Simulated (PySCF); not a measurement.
# C2H8AlBrS: NMR shifts at several levels of theory, part 2 of 2

PySCF 2.14.0. Atoms count from 0. Earlier steps stand in the parts before.

## (6) NMR shieldings: PBE0/cc-pVTZ

The job: settings as JSON, then the geometry in Å.

```
{"job": {"kind": "nmr", "xc": "PBE0", "basis": "cc-pVTZ", "pop": true}, "charge": 0, "multiplicity": 1}
C     -1.347887    -1.118428     0.159594
S     -0.388465     0.009460    -0.872941
C     -0.551788     1.554846     0.045090
Al     1.891568    -0.623888    -0.232485
Br     2.951666     1.194976    -1.175743
H     -2.406014    -0.824224     0.145174
H     -1.242112    -2.119810    -0.279183
H     -0.957375    -1.123057     1.187449
H     -1.588227     1.912849    -0.016564
H     -0.242401     1.411377     1.090203
H      0.126092     2.271442    -0.438254
H      2.056284    -2.019823    -0.975746
H      1.703718    -0.542026     1.352861
```

Level: GIAO PBE0/cc-pVTZ NMR shielding, non-relativistic, gas phase.

What it wrote:

```text
coarse grid: 50136 points
cycle   1  E = -3295.3059918112  dE = -9.605e-01  |g| = 2.895e-01  |ddm| = 6.539e+00
cycle   2  E = -3295.3173413142  dE = -1.135e-02  |g| = 1.959e-01  |ddm| = 1.023e+00
cycle   3  E = -3295.3262128869  dE = -8.872e-03  |g| = 6.957e-02  |ddm| = 4.140e-01
cycle   4  E = -3295.3272756756  dE = -1.063e-03  |g| = 9.822e-03  |ddm| = 1.064e-01
cycle   5  E = -3295.3273000932  dE = -2.442e-05  |g| = 4.355e-03  |ddm| = 1.935e-02
cycle   6  E = -3295.3273046106  dE = -4.517e-06  |g| = 6.478e-04  |ddm| = 6.310e-03
final grid: 102104 points
cycle   7  E = -3295.3272000161  dE = -5.361e-08  |g| = 6.966e-04  |ddm| = 4.117e-03
cycle   8  E = -3295.3271999657  dE =  5.045e-08  |g| = 8.273e-04  |ddm| = 2.011e-03
cycle   9  E = -3295.3272001210  dE = -1.554e-07  |g| = 6.854e-05  |ddm| = 1.156e-03
cycle  10  E = -3295.3272001221  dE = -1.110e-09  |g| = 8.417e-06  |ddm| = 9.661e-05
cycle  11  E = -3295.3272001221  dE = -2.501e-11  |g| = 3.385e-06  |ddm| = 1.786e-05
converged SCF energy = -3295.3272001221

GIAO shielding tensors (ppm)
atom      isotropic    diamagn.    paramagn.     s11        s22        s33       span
  0 C      166.590     244.898     -78.309    149.957    159.241    190.572     40.615
  1 S      597.380    1057.452    -460.071    474.095    597.333    720.712    246.617
  2 C      163.843     245.489     -81.646    148.901    156.238    186.391     37.490
  3 Al     415.170     799.756    -384.586    387.991    409.689    447.828     59.837
  4 Br    2811.941    3122.872    -310.931   2651.034   2858.597   2926.191    275.157
  5 H       29.202      29.452      -0.250     23.964     26.519     37.122     13.158
  6 H       29.198      29.610      -0.412     24.182     26.260     37.152     12.970
  7 H       29.145      30.721      -1.576     24.142     27.932     35.360     11.218
  8 H       29.166      29.627      -0.461     23.938     26.506     37.054     13.116
  9 H       29.288      30.986      -1.698     25.536     27.221     35.109      9.573
 10 H       28.470      29.884      -1.414     21.953     28.954     34.502     12.548
 11 H       26.634      28.858      -2.224     22.850     24.919     32.133      9.282
 12 H       26.888      30.131      -3.243     23.553     25.753     31.357      7.805
```

It took 48 s on 1 thread of Arm Neoverse V2, shared host; peak memory 1.2 GiB.

This run: δ C0 22.1, S1 -73, Al3 77.5, Br4 -194, H11 4.53, H5 2.21 ppm (means over like atoms).

## (7) Shielding tensors: PBE0/aug-cc-pVDZ

Same as in step 6 but for these lines:

```diff
@@ -1,2 +1,2 @@
-{"job": {"kind": "nmr", "xc": "PBE0", "basis": "cc-pVTZ", "pop": true}, "charge": 0, "multiplicity": 1}
+{"job": {"kind": "nmr", "xc": "PBE0", "basis": "aug-cc-pVDZ", "pop": true}, "charge": 0, "multiplicity": 1}
 C     -1.347887    -1.118428     0.159594
```

Level: GIAO PBE0/aug-cc-pVDZ NMR shielding, non-relativistic, gas phase.

What it wrote:

```text
coarse grid: 50136 points
cycle   1  E = -3295.1857501276  dE = -9.134e-01  |g| = 2.438e-01  |ddm| = 6.852e+00
cycle   2  E = -3295.1945745706  dE = -8.824e-03  |g| = 2.067e-01  |ddm| = 1.283e+00
cycle   3  E = -3295.2063510326  dE = -1.178e-02  |g| = 3.804e-02  |ddm| = 5.426e-01
cycle   4  E = -3295.2067478467  dE = -3.968e-04  |g| = 1.310e-02  |ddm| = 1.017e-01
cycle   5  E = -3295.2068012020  dE = -5.336e-05  |g| = 2.348e-03  |ddm| = 2.939e-02
cycle   6  E = -3295.2068025916  dE = -1.390e-06  |g| = 8.269e-04  |ddm| = 7.015e-03
final grid: 102104 points
cycle   7  E = -3295.2067215561  dE = -5.518e-09  |g| = 9.555e-04  |ddm| = 7.937e-03
cycle   8  E = -3295.2067214380  dE =  1.181e-07  |g| = 1.153e-03  |ddm| = 4.456e-03
cycle   9  E = -3295.2067218281  dE = -3.901e-07  |g| = 7.374e-05  |ddm| = 2.370e-03
cycle  10  E = -3295.2067218298  dE = -1.690e-09  |g| = 9.490e-06  |ddm| = 1.601e-04
cycle  11  E = -3295.2067218298  dE = -1.774e-11  |g| = 2.944e-06  |ddm| = 2.502e-05
converged SCF energy = -3295.2067218298

GIAO shielding tensors (ppm)
atom      isotropic    diamagn.    paramagn.     s11        s22        s33       span
  0 C      174.228     208.289     -34.061    156.618    166.847    199.218     42.600
  1 S      620.160    1043.292    -423.132    503.840    622.939    733.700    229.861
  2 C      171.254     206.631     -35.376    155.456    163.399    194.908     39.452
  3 Al     468.212     798.679    -330.468    447.265    467.232    490.137     42.872
  4 Br    2856.657    3121.439    -264.782   2697.313   2919.800   2952.856    255.543
  5 H       29.227      30.247      -1.020     24.008     26.519     37.155     13.147
  6 H       29.273      30.071      -0.798     24.305     26.387     37.128     12.822
  7 H       29.181      26.853       2.328     24.187     27.887     35.469     11.283
  8 H       29.196      29.979      -0.782     24.001     26.520     37.068     13.067
  9 H       29.296      26.329       2.967     25.464     27.196     35.228      9.764
 10 H       28.468      30.318      -1.851     22.017     29.078     34.308     12.291
 11 H       26.548      26.008       0.540     22.736     24.771     32.138      9.402
 12 H       26.793      26.457       0.335     23.416     25.608     31.354      7.938
```

It took 31 s on 1 thread of Arm Neoverse V2, shared host; peak memory 0.93 GiB.

In short: δ C0 22.4, S1 -62, Al3 72.9, Br4 -213, H11 4.72, H5 2.29 ppm (means over like atoms).

## (8) NMR shieldings: PBE0/pcSseg-0

Same as in step 7 but for these lines:

```diff
@@ -1,2 +1,2 @@
-{"job": {"kind": "nmr", "xc": "PBE0", "basis": "aug-cc-pVDZ", "pop": true}, "charge": 0, "multiplicity": 1}
+{"job": {"kind": "nmr", "xc": "PBE0", "basis": "pcSseg-0", "pop": true}, "charge": 0, "multiplicity": 1}
 C     -1.347887    -1.118428     0.159594
```

With the program's defaults for keys left out, this is: GIAO PBE0/pcSseg-0 NMR shielding, non-relativistic, gas phase.

What it wrote:

```text
coarse grid: 50136 points
cycle   1  E = -3291.3834884021  dE = -1.660e+00  |g| = 2.764e-01  |ddm| = 3.459e+00
cycle   2  E = -3291.3942362194  dE = -1.075e-02  |g| = 1.921e-01  |ddm| = 1.054e+00
cycle   3  E = -3291.4061222550  dE = -1.189e-02  |g| = 4.423e-02  |ddm| = 4.974e-01
cycle   4  E = -3291.4066396592  dE = -5.174e-04  |g| = 8.140e-03  |ddm| = 8.623e-02
cycle   5  E = -3291.4066566079  dE = -1.695e-05  |g| = 2.686e-03  |ddm| = 1.363e-02
cycle   6  E = -3291.4066584329  dE = -1.825e-06  |g| = 4.300e-04  |ddm| = 3.481e-03
final grid: 102104 points
cycle   7  E = -3291.4065305481  dE = -4.984e-08  |g| = 3.730e-04  |ddm| = 1.618e-03
cycle   8  E = -3291.4065305482  dE = -1.637e-11  |g| = 3.781e-04  |ddm| = 1.010e-03
cycle   9  E = -3291.4065305852  dE = -3.707e-08  |g| = 3.995e-05  |ddm| = 4.725e-04
cycle  10  E = -3291.4065305857  dE = -4.529e-10  |g| = 5.999e-06  |ddm| = 6.793e-05
converged SCF energy = -3291.4065305857

GIAO shielding tensors (ppm)
atom      isotropic    diamagn.    paramagn.     s11        s22        s33       span
  0 C      170.782     256.552     -85.769    151.024    161.926    199.397     48.373
  1 S      688.055    1055.815    -367.760    546.401    698.329    819.433    273.032
  2 C      167.445     256.883     -89.438    148.669    158.097    195.568     46.899
  3 Al     376.297     792.879    -416.582    356.496    377.140    395.255     38.759
  4 Br    2911.443    3121.122    -209.679   2703.526   2868.478   3162.324    458.798
  5 H       30.735      30.715       0.019     25.134     27.748     39.322     14.187
  6 H       30.927      30.699       0.228     25.421     27.737     39.622     14.201
  7 H       31.131      29.797       1.334     26.065     29.702     37.627     11.563
  8 H       30.627      30.878      -0.251     24.966     27.668     39.247     14.282
  9 H       31.133      29.960       1.172     27.275     28.841     37.282     10.006
 10 H       30.172      30.548      -0.376     23.031     30.523     36.961     13.930
 11 H       27.437      29.128      -1.691     23.370     25.853     33.089      9.719
 12 H       27.685      29.003      -1.318     23.674     27.232     32.150      8.476
```

It took 7.9 s on 1 thread of Arm Neoverse V2, shared host; peak memory 0.51 GiB.

In short: δ C0 24.4, S1 -173, Al3 99.6, Br4 -353, H11 5.27, H5 2.04 ppm (means over like atoms).

## (9) Side by side: NMR shifts

Shifts (ppm), means over like atoms, with basis size and wall time:

| run | C0 | H11 | H5 | S1 | Al3 | Br4 | functions | time |
| --- | --- | --- | --- | --- | --- | --- | --- | --- |
| PBE0/6-31G* | 19.9 | 4.92 | 2.07 | -73 | 74.9 | -286 | 112 | 12 s |
| PBE0/def2-SVP | 20.8 | 4.51 | 1.99 | -83 | 72.0 | -226 | 136 | 13 s |
| PBE0/def2-TZVP | 22.1 | 4.73 | 2.18 | -59 | 76.6 | -196 | 232 | 34 s |
| PBE0/cc-pVDZ | 22.0 | 4.53 | 2.10 | -79 | 69.5 | -221 | 131 | 15 s |
| PBE0/cc-pVTZ | 22.1 | 4.53 | 2.21 | -73 | 77.5 | -194 | 283 | 48 s |
| PBE0/aug-cc-pVDZ | 22.4 | 4.72 | 2.29 | -62 | 72.9 | -213 | 208 | 31 s |
| PBE0/pcSseg-0 | 24.4 | 5.27 | 2.04 | -173 | 99.6 | -353 | 85 | 7.9 s |

## (10) What came out

The summary covers parts 1 to 2.

```
                                                             quantity             value
13C shifts against TMS (PBE0/6-31G*, means over atoms taken as alike)          19.9 ppm
 1H shifts against TMS (PBE0/6-31G*, means over atoms taken as alike)    4.92, 2.07 ppm
                                 33S shifts against CS2 (PBE0/6-31G*)           -73 ppm
                              27Al shifts against AlH4- (PBE0/6-31G*)          74.9 ppm
                                79Br shifts against HBr (PBE0/6-31G*)          -286 ppm
                                            range of the shift of Br4  -353 to -194 ppm
```

Single values in the summary come from the first sound run of each kind (PBE0/6-31G*), which need not be the best level. In ppm, Br4 moves most: its shift spreads over 159 ppm, from -353 (PBE0/pcSseg-0) to -194 (PBE0/cc-pVTZ). Part of that comes from the computed reference. Spin-orbit coupling is left out, which matters for shieldings and couplings at and beside the heavy atoms.
